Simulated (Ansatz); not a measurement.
# CsLiCr2Te2S3 (Cm) in Ansatz: band structure with BLYP

Aim: the band structure of CsLiCr2Te2S3 with BLYP.

All numbers are computed with Ansatz 0.2.0; they aren't measurements. Logs are shortened: lines on timing, memory, paths and dates and some standing lists are left out, and cuts for length are marked.

### 1 The crystal as given

Symmetry: Cm, No. 8, monoclinic system. Conventional cell: a = 6.843 Å, b = 10.361 Å, c = 7.978 Å, α = 90.00°, β = 111.21°, γ = 90.00°. Around Cs (site symmetry m) lie 5 S at 3.58 to 3.92 Å and 1 Li at 4.01 Å. Around Li (site symmetry m) lie 3 S at 2.42 to 2.56 Å. Around Cr (site symmetry 1) lie 3 S at 2.20 to 2.25 Å and 1 Te at 2.51 Å. Around Te (site symmetry 1) lie 1 Cr at 2.51 Å. S (site symmetry 1) has 2 Cr at 2.24 to 2.25 Å and 1 Li at 2.56 Å as nearest neighbours. S (site symmetry m) is surrounded by 2 Cr at 2.20 Å and 1 Li at 2.42 Å.

The cell was built by a generator and needn't be a form met in nature.

### 2 Band structure, BLYP, collinear spin, ferromagnetic start

Contents of input.yaml:

```yaml
crystal:
  lattice:
    - [3.42162, -5.18069, 0.00784]
    - [3.42162, 5.18069, 0.00784]
    - [-2.90411, 0.0, 7.43093]
  atoms:
    - { symbol: Cs, position: [0.09374, 0.09374, 0.00853] }
    - { symbol: Li, position: [0.58875, 0.58875, 0.55336] }
    - { symbol: Cr, position: [0.05646, 0.46755, 0.5579], spin: 3.0 }
    - { symbol: Cr, position: [0.46755, 0.05646, 0.5579], spin: 3.0 }
    - { symbol: Te, position: [0.56486, 0.87357, 0.29035] }
    - { symbol: Te, position: [0.87357, 0.56486, 0.29035] }
    - { symbol: S, position: [0.81151, 0.39697, 0.73347] }
    - { symbol: S, position: [0.39697, 0.81151, 0.73347] }
    - { symbol: S, position: [0.21404, 0.21404, 0.48371] }
hamiltonian:
  xc: blyp
  pseudopotentials: { kind: paw }
magnetization:
  spin_polarized: true
kpoints:
  mp_grid: { grid: [5, 5, 4] }
  band_path:
    path:
      - [[0.0, 0.0, 0.0], [-0.3590512451, -0.3590512451, 0.0920144226], [-0.4106706465, -0.4106706465, 0.4246263637], [-0.3074318437, -0.3074318437, 0.7594024814], [0.0, 0.0, 0.5], [-0.5, 0.5, 0.5], [-0.5893293535, 0.4106706465, 0.5753736363]]
      - [[-0.6925681563, 0.3074318437, 0.2405975186], [-0.6409487549, 0.3590512451, -0.0920144226], [-0.5, 0.5, 0.0], [0.0, 0.0, 0.0], [-0.5, 0.0, 0.0]]
      - [[-0.5, 0.0, 0.5], [0.0, 0.0, 0.0]]
    npoints: 10
scf:
  occupations: { method: fermi_dirac, width: 0.05 }
  n_extra_bands: 22
output:
  forces: true
  stress: true
  eigenvalues: true
  fatbands: false
```

Potentials or basis: Ansatz PAW.

Run with:

```sh
$ ansatz run input.yaml --threads 8 --pin off --max-ram 20480MiB --backend cpu --events-out ev --progress --plain --runs-dir out
```

Output:

```text
Warning: RAYON_NUM_THREADS=8 ignored (pool sized by the plan → 8); use --threads N
scf.n_extra_bands = 22 over 45 filled bands (N_el = 90.0): the run solves 67 bands
Engine: ansatz 0.2.0, aarch64-unknown-linux-gnu
Pseudopotentials: kind: paw
Pseudopotential: Cs, paw, valence charge 9, recommended cutoff 420 eV (normal), Cs.paw.azcp
Pseudopotential: Li, paw, valence charge 3, recommended cutoff 420 eV (normal), Li.paw.azcp
Pseudopotential: Cr, paw, valence charge 14, recommended cutoff 420 eV (normal), Cr.paw.azcp
Pseudopotential: Te, paw, valence charge 16, recommended cutoff 420 eV (normal), Te.paw.azcp
Pseudopotential: S, paw, valence charge 6, recommended cutoff 420 eV (normal), S.paw.azcp
Functional definition: BLYP
  parameter beta = 0.0042
  parameter a = 0.04918
  parameter b = 0.132
  parameter c = 0.2533
  parameter d = 0.349
  exchange = b88_x(beta = beta)
  correlation = lyp_c(a = a, b = b, c = c, d = d)
Crystal: 9 atoms, lattice volume = 263.682 Å³
Basis set: ecut = 420 eV, 5177 PW (Γ), exchange–correlation on 90×90×108 points (8 copies of the dense FFT grid, shifted against one another)
Bands: 67, of which v1, the nominal top of the filled ones, is band 45 counted from 1 (44 counted from 0)
Symmetry: 2 space group operations
Space group: Cm (ITA 8), of the structure as read, at distance tolerance 6.4e-5 Å
Magnetic group: BNS 8.32 (UNI 39), of the structure as read, at distance tolerance 6.4e-5 Å
k-points: 33 of 100 (time reversal used)
Non-local potential: Cs, projectors of the file, l = 0: 3, l = 1: 2, l = 2: 2, l = 3: 2
Non-local potential: Li, projectors of the file, l = 0: 3, l = 1: 2, l = 2: 1
Non-local potential: Cr, projectors of the file, l = 0: 3, l = 1: 2, l = 2: 3, l = 3: 1
Non-local potential: Te, projectors of the file, l = 0: 2, l = 1: 2, l = 2: 2, l = 3: 2
Non-local potential: S, projectors of the file, l = 0: 2, l = 1: 2, l = 2: 2
PAW form: soft (Blöchl's): semilocal exchange-correlation on the pseudo side does not see the compensation charge
PAW frozen core: Cs, regenerated for the run's functional, and the local potential with it (the file was generated under x = pbe(κ = 0.804, μ = 0.2195149727645171), c = pbe(β = 0.06672455060314922))
PAW frozen core: Cr, regenerated for the run's functional, and the local potential with it (the file was generated under x = pbe(κ = 0.804, μ = 0.2195149727645171), c = pbe(β = 0.06672455060314922))
PAW frozen core: Te, regenerated for the run's functional, and the local potential with it (the file was generated under x = pbe(κ = 0.804, μ = 0.2195149727645171), c = pbe(β = 0.06672455060314922))
PAW frozen core: S, regenerated for the run's functional, and the local potential with it (the file was generated under x = pbe(κ = 0.804, μ = 0.2195149727645171), c = pbe(β = 0.06672455060314922))
PAW one-centre angular grid: Cs, 194 points (default); XC on 64 Gauss nodes
PAW one-centre angular grid: Li, 110 points (default); XC on 96 Gauss nodes
PAW one-centre angular grid: Cr, 590 points (default); XC on 64 Gauss nodes
PAW one-centre angular grid: Te, 590 points (default); XC on 64 Gauss nodes
[... 16 lines left out ...]
SCF iter   8: F=—  HF=-29384.113497 eV  |F-HF|=—  |Δ(HF+E_count)|=   2.61e-3  Δρ=2.27e-4 (↑2.27e-4 ↓1.85e-4)  dr2=2.38e-3  dr2_m=4.09e-6  M=4.007 μB ∫|m|=5.460 μB  β_m=0.94  ethr=1.70e-5  ⟨swp⟩=2.0  Hψ=6486  notcnv=0  defer=718
SCF iter   9: F=—  HF=-29384.113457 eV  |F-HF|=—  |Δ(HF+E_count)|=   3.97e-5  Δρ=4.67e-4 (↑4.67e-4 ↓2.65e-4)  dr2=1.71e-3  dr2_m=2.67e-5  M=4.008 μB ∫|m|=5.471 μB  β_m=0.97  ethr=2.64e-6  ⟨swp⟩=2.0  Hψ=6018  notcnv=0  defer=718
SCF iter  10: F=—  HF=-29384.113649 eV  |F-HF|=—  |Δ(HF+E_count)|=   1.92e-4  Δρ=2.11e-4 (↑2.11e-4 ↓1.22e-4)  dr2=4.25e-4  dr2_m=5.29e-6  M=4.007 μB ∫|m|=5.467 μB  β_m=0.95  ethr=1.90e-6  ⟨swp⟩=1.8  Hψ=4710  notcnv=0  defer=718
SCF iter  11: F=—  HF=-29384.113628 eV  |F-HF|=—  |Δ(HF+E_count)|=   2.02e-5  Δρ=2.26e-5 (↑2.11e-5 ↓2.26e-5)  dr2=1.82e-5  dr2_m=4.52e-8  M=4.007 μB ∫|m|=5.463 μB  β_m=0.98  ethr=4.73e-7  ⟨swp⟩=2.2  Hψ=5856  notcnv=0  defer=718
SCF iter  12: F=—  HF=-29384.113654 eV  |F-HF|=—  |Δ(HF+E_count)|=   2.51e-5  Δρ=1.23e-5 (↑1.23e-5 ↓1.02e-5)  dr2=4.03e-6  dr2_m=1.39e-8  M=4.007 μB ∫|m|=5.463 μB  β_m=0.99  ethr=2.02e-8  ⟨swp⟩=2.0  Hψ=5654  notcnv=0  defer=718
SCF iter  13: F=—  HF=-29384.113654 eV  |F-HF|=—  |Δ(HF+E_count)|=   1.98e-7  Δρ=9.21e-6 (↑9.21e-6 ↓4.95e-6)  dr2=1.02e-6  dr2_m=1.61e-8  M=4.007 μB ∫|m|=5.464 μB  β_m=0.99  ethr=4.48e-9  ⟨swp⟩=1.6  Hψ=4908  notcnv=0  defer=718
SCF iter  14: F=—  HF=-29384.113654 eV  |F-HF|=—  |Δ(HF+E_count)|=   2.81e-8  Δρ=2.46e-6 (↑2.46e-6 ↓1.96e-6)  dr2=1.45e-7  dr2_m=7.92e-10  M=4.007 μB ∫|m|=5.464 μB  β_m=1.00  ethr=1.14e-9  ⟨swp⟩=2.2  Hψ=5646  notcnv=0  defer=718
SCF iter  15: F=—  HF=-29384.113654 eV  |F-HF|=—  |Δ(HF+E_count)|=   2.77e-8  Δρ=2.24e-6 (↑2.24e-6 ↓1.37e-6)  dr2=8.33e-8  dr2_m=6.78e-10  M=4.007 μB ∫|m|=5.464 μB  β_m=1.00  ethr=1.61e-10  ⟨swp⟩=1.9  Hψ=6217  notcnv=0  defer=718
SCF iter  16: F=-29384.113654 eV  HF=-29384.113654 eV  |F-HF|=3.83e-9  |Δ(HF+E_count)|=   3.40e-9  Δρ=6.09e-7 (↑6.09e-7 ↓5.62e-7)  dr2=7.62e-9  dr2_m=4.56e-11  M=4.007 μB ∫|m|=5.464 μB  ethr=9.26e-11  ⟨swp⟩=12.3  Hψ=23388  notcnv=0
SCF 1 converged in 16 iterations: F = -29384.113654 eV  dr2 = 7.62e-9
NSCF: frozen V_eff on 113 k-points
SCF converged after 16 iterations
Magnetization: 4.0072 μB (47.0036 up, 42.9964 down)
Absolute magnetization: 5.4661 μB (∫|ρ↑−ρ↓|, with the PAW one-centre terms)
Spin contamination: 0.4324 ħ² per cell (⟨S²⟩ above its minimum at these occupations)
Per-site moments (μB) at R_I (Å): [(0.00012495494918018073, 1.4753115793158755), (0.0009398352738932912, 0.9979465793461388), (1.969784852140023, 0.9087395476383824), (1.9697848521400214, 0.9087395476383824), (-0.11571510586184865, 1.035123590143727), (-0.11571510586184863, 1.035123590143727), (-0.04455425136403388, 0.9258964266594559), (-0.044554251364034174, 0.9258964266594559), (-0.036530438931636385, 0.9087395476383824)]
Free energy (F): -29384.113654 eV
Harris-Foulkes:  -29384.113654 eV  (|F-HF|=3.83e-9)
Internal energy: -29384.086771 eV  (E = F + TS)
E sigma→0 (E₀):  -29384.100212 eV
Entropy (-TS):   -0.026883 eV (-2.987 meV/atom)
Fermi energy:    6.076965 eV
--- Per-component energies (eV) ---
  E_band       = -1380.093347
  E_kinetic    = 1534.997219
  E_local      = -10188.431037  (includes V_loc(G=0)·N_el)
  E_nonlocal   = -376.456487
  E_hartree    = 4942.041514
  E_xc         = -990.933509
  E_vxc        = -944.986447  (∫ρ·V_xc dr)
  E_paw        = -18702.097533  (= ΣΔE_a)
  E_vpaw       = -1289.297189  (= ΣTr[D̂ρ^β])
  E_aug_tail   = 0.000311  (compensation charges beyond the density's cutoff)
  E_ewald      = -5603.320025
  E_core_change = 0.112776  (= ΣΔE_core)
  E_smearing   = -0.026883  (= −TS)
  E_closure    = -0.000000  (closes the sum)
  Σ components = -29384.113654   (vs F -29384.113654, Δ=0.00e0)
--- Forces (eV/Å), atoms counted from 1 ---
  atom   1  Cs     0.01571181     0.00000000    -0.03926582
  atom   2  Li    -0.02905115     0.00000000     0.03678287
  atom   3  Cr     0.00614813     0.03306905    -0.00623700
  atom   4  Cr     0.00614813    -0.03306905    -0.00623700
  atom   5  Te    -0.05629787     0.04313043    -0.19329406
  atom   6  Te    -0.05629787    -0.04313043    -0.19329406
  atom   7  S      0.03966743     0.07540411     0.23183546
  atom   8  S      0.03966743    -0.07540411     0.23183546
  atom   9  S      0.03432563     0.00000000    -0.06210428
  max |Σ_I F_I| component: 2.17e-5 eV/Å
--- Stress (GPa, compression-positive) ---
        2.522137      -0.000000       0.178434
       -0.000000       2.311212      -0.000000
        0.178432      -0.000000       1.859648
  P = ⅓ Tr σ = 2.2310 GPa (22.310 kbar)
--- Band table (eV; the first three rows and the last of 66) ---
  k-point 0 ↑: bands = ["-66.6572", "-66.6564", "-40.7111", "-38.1515", "-38.1467", "-38.1318", "-38.1237", "-38.0168", "-38.0156", "-30.2302", "-30.2082", "-30.2039", "-30.1972", "-30.1969", "-30.1900", "-30.1395", "-30.1378", "-30.1335", "-30.1327", "-15.8096", "-7.1247", "-6.4518", "-6.3294", "-4.9787", "-3.7772", "-2.6107", "-2.5864", "-2.5819", "0.9768", "1.6587", "1.8338", "2.0247", "2.3325", "2.5858", "2.7100", "2.8234", "2.8611", "3.6510", "3.6865", "3.9100", "4.0757", "4.3737", "4.9677", "5.0065", "5.3194", "5.6890", "5.7248", "5.8613", "6.3169", "6.8500", "7.1797", "7.7597", "8.0698", "9.1308", "10.2054", "10.5833", "10.9238", "11.2099", "11.5499", "11.6372", "12.3585", "12.6433", "12.8541", "13.1861", "13.6657", "13.7365", "13.8323"]
  k-point 1 ↑: bands = ["-66.6572", "-66.6564", "-40.7111", "-38.1515", "-38.1467", "-38.1318", "-38.1237", "-38.0168", "-38.0156", "-30.2302", "-30.2082", "-30.2039", "-30.1972", "-30.1969", "-30.1900", "-30.1395", "-30.1378", "-30.1335", "-30.1327", "-15.8096", "-7.1275", "-6.4471", "-6.3295", "-4.9856", "-3.7785", "-2.6117", "-2.5806", "-2.5801", "0.9841", "1.6758", "1.9299", "2.0251", "2.3343", "2.5856", "2.6894", "2.7954", "2.8831", "3.5706", "3.6562", "3.9429", "4.0020", "4.3813", "4.9518", "5.0123", "5.3178", "5.7002", "5.7302", "5.9046", "6.2622", "6.8051", "6.9625", "7.7544", "8.0594", "9.5606", "10.0861", "10.7260", "10.8653", "11.3169", "11.7935", "11.9184", "12.2366", "12.6112", "12.9495", "13.1896", "13.3500", "13.5435", "14.0003"]
  k-point 2 ↑: bands = ["-66.6572", "-66.6564", "-40.7111", "-38.1515", "-38.1467", "-38.1318", "-38.1237", "-38.0168", "-38.0156", "-30.2302", "-30.2082", "-30.2039", "-30.1972", "-30.1969", "-30.1900", "-30.1395", "-30.1378", "-30.1335", "-30.1327", "-15.8095", "-7.1302", "-6.4424", "-6.3296", "-4.9925", "-3.7798", "-2.6119", "-2.5793", "-2.5745", "0.9914", "1.6897", "2.0258", "2.0570", "2.3218", "2.5897", "2.6730", "2.7182", "2.9485", "3.4856", "3.6284", "3.9191", "3.9744", "4.3870", "4.9358", "5.0153", "5.3156", "5.7107", "5.7324", "5.9472", "6.2221", "6.7483", "6.7910", "7.7490", "8.0483", "9.8520", "10.4191", "10.7417", "10.9929", "11.0439", "11.8231", "11.9037", "12.3897", "12.7079", "13.0139", "13.1856", "13.3280", "13.4457", "14.0038"]
  k-point 32 ↓: bands = ["-64.3852", "-64.3844", "-40.7092", "-35.9390", "-35.9359", "-35.9023", "-35.8993", "-35.8449", "-35.8323", "-30.2660", "-30.2417", "-30.2370", "-30.2322", "-30.2315", "-30.2211", "-30.1639", "-30.1635", "-30.1599", "-30.1593", "-15.8088", "-6.9040", "-6.6782", "-6.3859", "-4.8928", "-4.3806", "-2.6320", "-2.5905", "-2.5442", "1.4972", "1.8046", "2.1099", "2.3626", "2.6085", "2.8441", "2.9478", "3.1533", "3.2739", "3.5605", "3.6660", "4.0306", "4.6856", "5.4440", "5.8754", "6.8027", "6.9676", "7.1438", "7.1744", "7.5286", "7.6835", "7.9502", "8.0494", "8.0750", "8.6743", "10.4485", "10.5469", "10.8988", "11.3317", "11.4317", "11.5201", "11.8354", "12.0573", "12.4209", "12.7229", "13.0585", "13.2496", "13.3917", "13.4221"]
```

Wall time 58 s (8 threads of Arm Neoverse V2, shared host); peak memory 2.4 GiB.

Results:

- Free energy: -29384.1137 eV
- Pressure: 2.2 GPa
- Largest force: 0.247 eV/Å
- Band gap on the k mesh: none (metal or under the smearing width)
- Net moment: 4.01 μB per cell
- Absolute moment: 5.47 μB per cell
- Site moments: Cs +0.00; Li +0.00; Cr +1.97; Te -0.12; S -0.04 μB

Forces on the atoms (eV/Å):
```
Cs   0.016  0.000 -0.039
Li  -0.029  0.000  0.037
Cr   0.006  0.033 -0.006
Cr   0.006 -0.033 -0.006
Te  -0.056  0.043 -0.193
Te  -0.056 -0.043 -0.193
S    0.040  0.075  0.232
S    0.040 -0.075  0.232
S    0.034  0.000 -0.062
```

Stress tensor (GPa, compression positive):
```
2.52 0.00 0.18
0.00 2.31 0.00
0.18 0.00 1.86
```

Levels at the corners of the path, in eV from the Fermi level:
Spin up:
```tsv
point	band 43	band 44	band 45	band 46	band 47	band 48	band 49	band 50	band 51	band 52
Γ	-1.11	-1.07	-0.76	-0.39	-0.35	-0.22	0.24	0.77	1.10	1.68
Y	-1.16	-0.92	-0.50	-0.40	-0.02	0.27	0.75	0.84	1.00	1.22
F	-0.94	-0.93	-0.40	-0.37	0.04	0.19	0.65	0.65	0.82	1.18
H	-1.35	-0.93	-0.62	-0.39	-0.05	0.17	0.77	0.84	0.97	1.23
Z	-1.14	-1.06	-0.76	-0.37	-0.34	-0.13	0.15	0.67	0.71	1.67
I	-0.95	-0.66	-0.46	-0.43	0.06	0.23	0.63	0.69	0.75	1.09
F1	-0.94	-0.93	-0.40	-0.37	0.04	0.19	0.65	0.65	0.82	1.18
H1	-1.35	-0.93	-0.62	-0.39	-0.05	0.17	0.77	0.84	0.97	1.23
Y1	-1.16	-0.92	-0.50	-0.40	-0.02	0.27	0.75	0.84	1.00	1.22
X	-0.91	-0.71	-0.60	-0.44	-0.03	0.45	0.63	0.90	1.02	1.08
Γ	-1.11	-1.07	-0.76	-0.39	-0.35	-0.22	0.24	0.77	1.10	1.68
N	-1.27	-0.99	-0.80	-0.25	-0.04	0.32	0.52	0.84	0.88	1.21
M	-1.19	-0.98	-0.94	-0.28	-0.13	0.21	0.58	0.90	0.95	1.06
Γ	-1.11	-1.07	-0.76	-0.39	-0.35	-0.22	0.24	0.77	1.10	1.68
```
Spin down:
| point | band 39 | band 40 | band 41 | band 42 | band 43 | band 44 | band 45 | band 46 | band 47 | band 48 |
| --- | --- | --- | --- | --- | --- | --- | --- | --- | --- | --- |
| Γ | -2.17 | -1.94 | -1.73 | -0.70 | -0.57 | 0.60 | 0.79 | 0.98 | 1.01 | 1.41 |
| Y | -1.87 | -1.85 | -1.41 | -1.05 | -0.24 | 0.70 | 0.85 | 1.17 | 1.21 | 1.38 |
| F | -2.16 | -2.03 | -1.37 | -0.87 | -0.19 | 0.79 | 0.88 | 1.17 | 1.20 | 1.34 |
| H | -1.98 | -1.80 | -1.37 | -1.24 | -0.33 | 0.70 | 0.85 | 1.09 | 1.15 | 1.46 |
| Z | -2.34 | -2.16 | -1.70 | -0.67 | -0.62 | 0.62 | 0.74 | 1.04 | 1.10 | 1.33 |
| I | -2.41 | -2.04 | -1.32 | -0.74 | -0.15 | 0.83 | 0.87 | 1.05 | 1.18 | 1.37 |
| F1 | -2.16 | -2.03 | -1.37 | -0.87 | -0.19 | 0.79 | 0.88 | 1.17 | 1.20 | 1.34 |
| H1 | -1.98 | -1.80 | -1.37 | -1.24 | -0.33 | 0.70 | 0.85 | 1.09 | 1.15 | 1.46 |
| Y1 | -1.87 | -1.85 | -1.41 | -1.05 | -0.24 | 0.70 | 0.85 | 1.17 | 1.21 | 1.38 |
| X | -2.15 | -1.82 | -1.39 | -0.76 | -0.21 | 0.76 | 0.89 | 1.08 | 1.29 | 1.30 |
| Γ | -2.17 | -1.94 | -1.73 | -0.70 | -0.57 | 0.60 | 0.79 | 0.98 | 1.01 | 1.41 |
| N | -2.20 | -1.71 | -1.41 | -1.04 | -0.22 | 0.59 | 0.72 | 1.02 | 1.28 | 1.40 |
| M | -2.30 | -1.77 | -1.44 | -1.05 | -0.35 | 0.60 | 0.70 | 1.06 | 1.25 | 1.42 |
| Γ | -2.17 | -1.94 | -1.73 | -0.70 | -0.57 | 0.60 | 0.79 | 0.98 | 1.01 | 1.41 |

Caveat: spin-orbit coupling is left out, which moves the levels of the heavy elements; only a ferromagnetic start was run, and an antiferromagnetic order may lie lower in energy; the PAW data sets come from PBE, with cores solved anew for the run's functional, which leaves a small shift of forces and pressure.
